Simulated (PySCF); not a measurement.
# F3H3NPb (Pb(F)3(NH3)+): the cost of one run

Program: PySCF 2.14.0. Level of theory: several levels, as the steps say, no spin–orbit coupling. These are calculated values, not measurements.

1 further run of the same task is left out (for a known fault of the program).

### 1 The system as given

8 atoms, charge 1, spin multiplicity 1.

Bond lengths: Pb1–F2 1.988 Å, Pb1–F3 1.988 Å, Pb1–F4 1.988 Å, Pb1–N5 2.307 Å, N5–H6 1.028 Å, N5–H7 1.028 Å, N5–H8 1.028 Å. Angles: F2–Pb1–F3 117.4°, F2–Pb1–F4 117.4°, F2–Pb1–N5 99.3°, F3–Pb1–F4 117.4°, F3–Pb1–N5 99.3°, F4–Pb1–N5 99.3°, Pb1–N5–H6 110.9°, Pb1–N5–H7 110.9°, Pb1–N5–H8 110.9°, H6–N5–H7 108.0°, H6–N5–H8 108.0°, H7–N5–H8 108.0°.

Coordinates:

```tsv
atom	x (Å)	y (Å)	z (Å)
Pb1	0.04249	-0.04249	0.04249
F2	1.29926	1.33906	0.72260
F3	-1.33906	-0.72260	1.29926
F4	0.72260	-1.29926	-1.33906
N5	-1.28973	1.28973	-1.28973
H6	-2.28419	1.06681	-1.15418
H7	-1.15418	2.28419	-1.06681
H8	-1.06681	1.15418	-2.28419
```

Formal oxidation states: Pb +4. An earlier session relaxed this geometry at PBE0, Pb def2-SVP with ECP60, F def2-SVP, N def2-SVP, H def2-SVP (singlet, point group C3).

At PBE0 on the finer grid: E = -548.025997 Eh, HOMO -16.55 eV, LUMO -10.47 eV, Mulliken charge on Pb1 +1.51 e, largest force component 0.017 eV/Å. 

Levels to run: wB97X; TPSS; PBE0, TZVP. Hardware: 2 threads of Arm Neoverse V2, shared host.

### 2 wB97X

run.py (the lines that set the calculation) reads:

```python
mol = gto.M(atom='''
Pb     0.04249    -0.04249     0.04249
F      1.29926     1.33906     0.72260
F     -1.33906    -0.72260     1.29926
F      0.72260    -1.29926    -1.33906
N     -1.28973     1.28973    -1.28973
H     -2.28419     1.06681    -1.15418
H     -1.15418     2.28419    -1.06681
H     -1.06681     1.15418    -2.28419''',
    basis={'Pb': 'def2-SVP', 'F': 'def2-SVP', 'N': 'def2-SVP', 'H': 'def2-SVP'},
    ecp={'Pb': 'def2-SVP'},
    charge=1, spin=0)
mf = dft.RKS(mol, xc='WB97X')
mf.grids.atom_grid = (75, 302)
mf = mf.density_fit()  # fitting sets: Pb def2-universal-JKFIT, F def2-universal-JKFIT, N def2-universal-JKFIT, H def2-universal-JKFIT
mf.conv_tol = 1e-08; mf.max_cycle = 55
mf.kernel(dm0)  # dm0: the density of the relaxed state
```

Run with:

```
OMP_NUM_THREADS=2 python run.py
```

**Question.** How long does this run take on 2 threads of Arm Neoverse V2, shared host?

About 12 s.
